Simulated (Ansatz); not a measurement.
# LiTi2P3: the cost of one run

Program: Ansatz 0.2.0. Level of theory: DFT PBE, scalar-relativistic, plane waves, PAW. These are calculated values, not measurements.

1 further run of the same task is left out (it didn't finish).

## Step 1: The structure to begin with

Symmetry: P-3m1, No. 164, trigonal system. Conventional cell: a = 3.478 Å, b = 3.478 Å, c = 8.594 Å, α = 90.00°, β = 90.00°, γ = 120.00°. Li (site symmetry -3m) has 6 P at 2.50 Å as nearest neighbours. Ti (site symmetry 3m) has 6 P at 2.45 Å as nearest neighbours. P (site symmetry 3m) has 3 Ti at 2.45 Å and 3 Li at 2.50 Å as nearest neighbours. P (site symmetry -3m) is surrounded by 6 Ti at 2.45 Å.

As a file:

```
Li Ti P
1.0
     3.47784    0.00000    0.00000
    -1.73892    3.01190    0.00000
     0.00000    0.00000    8.59400
Li Ti P
1 2 3
Direct
  0.00000 0.00000 0.00000
  0.33333 0.66667 0.33665
  0.66667 0.33333 0.66335
  0.33333 0.66667 0.82670
  0.66667 0.33333 0.17330
  0.00000 0.00000 0.50000
```

The cell is invented: close-packed anion layers stacked ABC|A, with sites between them filled layer by layer (P-3m1, No. 164). Its size is a rough estimate.

## Step 2: Probe: one point on a coarse mesh

Contents of input.yaml:

```yaml
crystal:
  lattice:
    - [3.47784192, 0.0, 0.0]
    - [-1.73892096, 3.01189946, 0.0]
    - [0.0, 0.0, 8.59400033]
  atoms:
    - { symbol: Li, position: [0.0, 0.0, 0.0] }
    - { symbol: Ti, position: [0.33333333, 0.66666667, 0.33665138] }
    - { symbol: Ti, position: [0.66666667, 0.33333333, 0.66334862] }
    - { symbol: P, position: [0.33333333, 0.66666667, 0.82669724] }
    - { symbol: P, position: [0.66666667, 0.33333333, 0.17330276] }
    - { symbol: P, position: [0.0, 0.0, 0.5] }
basis:
  ecutwfc: 420
kpoints:
  mp_grid: { grid: [6, 6, 2] }
hamiltonian:
  xc: pbe
scf:
  occupations: { method: gaussian, width: 0.1 }
  lower_state_search: "off"
output:
  forces: true
  stress: true
  eigenvalues: true
```

On the command line:

```
> ansatz run input.yaml --threads 1 --pin off --max-ram 2560MiB --backend cpu --events-out ev --progress --plain --runs-dir out
```

Q: Estimate wall time and peak memory on 1 thread of Arm Neoverse V2, shared host.

About 1.8 s, with a peak of 0.34 GiB.
